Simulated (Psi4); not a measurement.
# UTPSS/6-31G(d,p) (DKH2, density fitting, Cartesian functions, IEF-PCM chlorobenzene) run of CuCl2 (SMILES [Cl][Cu][Cl])

Aim: the energy change on altering one bond length of CuCl2 at UTPSS/6-31G** (DKH2, density fitting, Cartesian functions, IEF-PCM chlorobenzene), from 2 runs. 

The results are computed with Psi4 1.11.

5 further runs of the same task are left out: 3 that didn't finish, 2 set aside as unsound or not needed.

## Step 1: The molecule

The species is CuCl2 (3 atoms), meant as a doublet with charge 0. As SMILES, `[Cl][Cu][Cl]`. The shape comes from GFN2-xTB, which is rough for such elements, and wasn't checked as a minimum.

Bond lengths: Cu1–Cl2 2.035 Å, Cu1–Cl3 2.034 Å. Angles: Cl2–Cu1–Cl3 180.0°.

## Step 2: The charge distribution at UTPSS/6-31G(d,p) (DKH2, density fitting, Cartesian functions, IEF-PCM chlorobenzene)

File input.inp:

```
memory 1600 mb

molecule {
  0 2
  Cu    -0.000180    -0.000100    -0.000330
  Cl    -0.015280    -0.019280     2.034520
  Cl     0.015460     0.019390    -2.034190
  units angstrom
  symmetry c1
}

set basis 6-31G**
set reference uks
set scf_type df
set relativistic dkh
set dkh_order 2
set pcm true

pcm = {
  Units = Angstrom
  Medium {
    SolverType = IEFPCM
    Solvent = Chlorobenzene
  }
  Cavity {
    Type = GePol
    RadiiSet = UFF
    Scaling = False
    Area = 0.5
    Mode = Implicit
  }
}

E, wfn = energy("tpss", return_wfn=True)
oeprop(wfn, "MAYER_INDICES", "WIBERG_LOWDIN_INDICES", title="TPSS")
```

Run with:

```
$ psi4 -i input.inp -o input.out -n 1
```

input.out:

```text
[...]
  Running in c1 symmetry.
[...]
  Nuclear repulsion =  294.044437755223498
[...]
  Multiplicity = 2
[...]
  Nalpha       = 32
  Nbeta        = 31
[...]
    Number of basis functions: 77
[...]
   @DF-UKS iter   1: -2570.58830598848272    1.81875e+00   4.98642e-02 ADIIS/DIIS
[...]
   @DF-UKS iter  11: -2574.20673858622604   -3.27664e-08   5.36189e-07 DIIS
[...]
   @S^2 Observed:                7.508520284E-01
[...]
    Orbital Energies [Eh]
    ---------------------
    Alpha Occupied:
       1A   -325.207555     2A   -101.372581     3A   -101.372515
       4A    -39.326864     5A    -34.107178     6A    -34.103335
       7A    -34.074310     8A     -9.302115     9A     -9.302034
      10A     -7.024499    11A     -7.024422    12A     -7.024170
      13A     -7.024086    14A     -7.019951    15A     -7.019872
      16A     -4.390729    17A     -2.852294    18A     -2.840059
      19A     -2.782812    20A     -0.762624    21A     -0.752413
      22A     -0.395072    23A     -0.361074    24A     -0.326196
      25A     -0.326029    26A     -0.305213    27A     -0.295668
      28A     -0.274573    29A     -0.269096    30A     -0.265111
      31A     -0.254604    32A     -0.237792
[...]
  @DF-UKS Final Energy: -2574.20673858622604
   => Energetics <=
    Nuclear Repulsion Energy =            294.0444377552234982
    One-Electron Energy =               -4155.2025077538582991
    Two-Electron Energy =                1410.8942395561450667
    DFT Exchange-Correlation Energy =    -123.9268217908863932
    Empirical Dispersion Energy =           0.0000000000000000
    VV10 Nonlocal Energy =                  0.0000000000000000
    PCM Polarization Energy =              -0.0160863528496355
    Total Energy =                      -2574.2067385862260380
[...]
 Multipole Moments:
 ------------------------------------------------------------------------------------
     Multipole            Electronic (a.u.)      Nuclear  (a.u.)        Total (a.u.)
 ------------------------------------------------------------------------------------
 L = 1.  Multiply by 2.5417464519 to convert [e a0] to [Debye]
 Dipole X            :          0.0010012           -0.0004933            0.0005079
 Dipole Y            :         -0.0029006            0.0007844           -0.0021162
 Dipole Z            :          0.0000060           -0.0000000            0.0000060
 Magnitude           :                                                    0.0021763
[...]
```

It took 14 s on 1 thread of Intel Xeon Platinum 8259CL at 2.50GHz (Skylake/Cascade Lake), shared host; peak memory 0.51 GiB.

## Step 3: The distorted shape at the same level

File job.py:

```python
import psi4

psi4.set_memory(1600000000)
psi4.set_num_threads(1)
psi4.set_output_file('output.dat', False)

mol = psi4.geometry("""
0 2
Cu     0.002840     0.003736    -0.407304
Cl    -0.015280    -0.019280     2.034520
Cl     0.018480     0.023226    -2.441164
units angstrom
symmetry c1
""")

psi4.set_options({
    'basis': '6-31G**',
    'reference': 'uks',
    'scf_type': 'df',
    'relativistic': 'dkh',
    'dkh_order': 2,
    'pcm': True,
})
psi4.pcm_helper("""
  Units = Angstrom
  Medium {
    SolverType = IEFPCM
    Solvent = Chlorobenzene
  }
  Cavity {
    Type = GePol
    RadiiSet = UFF
    Scaling = False
    Area = 0.5
    Mode = Implicit
  }
""")

e, wfn = psi4.energy("tpss", return_wfn=True)
psi4.oeprop(wfn, "MAYER_INDICES", "WIBERG_LOWDIN_INDICES")
print(f'tpss energy: {e:.10f} Eh')
```

Run with:

```
$ python job.py
```

output.dat:

```text
[...]
  Running in c1 symmetry.
[...]
  Nuclear repulsion =  269.260209268923120
[...]
  Multiplicity = 2
[...]
  Nalpha       = 32
  Nbeta        = 31
[...]
    Number of basis functions: 77
[...]
   @DF-UKS iter   1: -2570.51636540480285    1.58074e+00   4.96564e-02 ADIIS/DIIS
[...]
   @DF-UKS iter  15: -2574.18664853672635   -6.41785e-09   1.79573e-07 DIIS
[...]
   @S^2 Observed:                7.508948737E-01
[...]
    Orbital Energies [Eh]
    ---------------------
    Alpha Occupied:
       1A   -325.211393     2A   -101.381818     3A   -101.358176
       4A    -39.327107     5A    -34.106747     6A    -34.104645
       7A    -34.075074     8A     -9.311008     9A     -9.283136
      10A     -7.033632    11A     -7.033157    12A     -7.028650
      13A     -7.006421    14A     -7.004834    15A     -7.001570
      16A     -4.394816    17A     -2.854032    18A     -2.846312
      19A     -2.787675    20A     -0.765134    21A     -0.720589
      22A     -0.382723    23A     -0.356496    24A     -0.321277
      25A     -0.305525    26A     -0.293025    27A     -0.280915
      28A     -0.273702    29A     -0.271521    30A     -0.268642
      31A     -0.260051    32A     -0.247684
[...]
  @DF-UKS Final Energy: -2574.18664853672635
   => Energetics <=
    Nuclear Repulsion Energy =            269.2602092689231199
    One-Electron Energy =               -4105.4871583014555654
    Two-Electron Energy =                1385.9483815331213918
    DFT Exchange-Correlation Energy =    -123.8823492114923965
    Empirical Dispersion Energy =           0.0000000000000000
    VV10 Nonlocal Energy =                  0.0000000000000000
    PCM Polarization Energy =              -0.0257318258228547
    Total Energy =                      -2574.1866485367263522
[...]
 Multipole Moments:
 ------------------------------------------------------------------------------------
     Multipole            Electronic (a.u.)      Nuclear  (a.u.)        Total (a.u.)
 ------------------------------------------------------------------------------------
 L = 1.  Multiply by 2.5417464519 to convert [e a0] to [Debye]
 Dipole X            :         -0.0122368            0.0031050           -0.0091318
 Dipole Y            :         -1.1879181            0.3232304           -0.8646878
 Dipole Z            :          0.0000026           -0.0000000            0.0000026
 Magnitude           :                                                    0.8647360
[...]
```

The script printed:

```text
tpss energy: -2574.1866485367 Eh
```

Wall time 18 s (1 thread of Intel Xeon Platinum 8259CL at 2.50GHz (Skylake/Cascade Lake), shared host); peak memory 0.51 GiB.

## Step 4: Outcome

At UTPSS/6-31G** (DKH2, density fitting, Cartesian functions, IEF-PCM chlorobenzene):

| quantity | value |
| --- | --- |
| first shape: total energy | -2574.20674 Eh |
| first shape: dipole moment | 0.01 D |
| first shape: HOMO energy (highest over α and β) | -6.15 eV |
| first shape: LUMO energy (lowest over α and β) | -5.94 eV |
| first shape: solvent term in the energy | -42.2 kJ/mol |
| first shape: ⟨S²⟩ | 0.751 |
| distorted shape: total energy | -2574.18665 Eh |
| distorted shape: dipole moment | 2.20 D |
| distorted shape: HOMO energy (highest over α and β) | -6.44 eV |
| distorted shape: LUMO energy (lowest over α and β) | -6.22 eV |
| distorted shape: solvent term in the energy | -67.6 kJ/mol |
| distorted shape: ⟨S²⟩ | 0.751 |
| energy change with the Cu1–Cl2 bond stretched from 2.035 to 2.442 Å | 0.547 eV |

What this shows: With the Cu1–Cl2 bond stretched from 2.035 to 2.442 Å the energy rises by 0.55 eV (12.6 kcal/mol). The first shape isn't relaxed at this level, so the change isn't measured from a minimum.
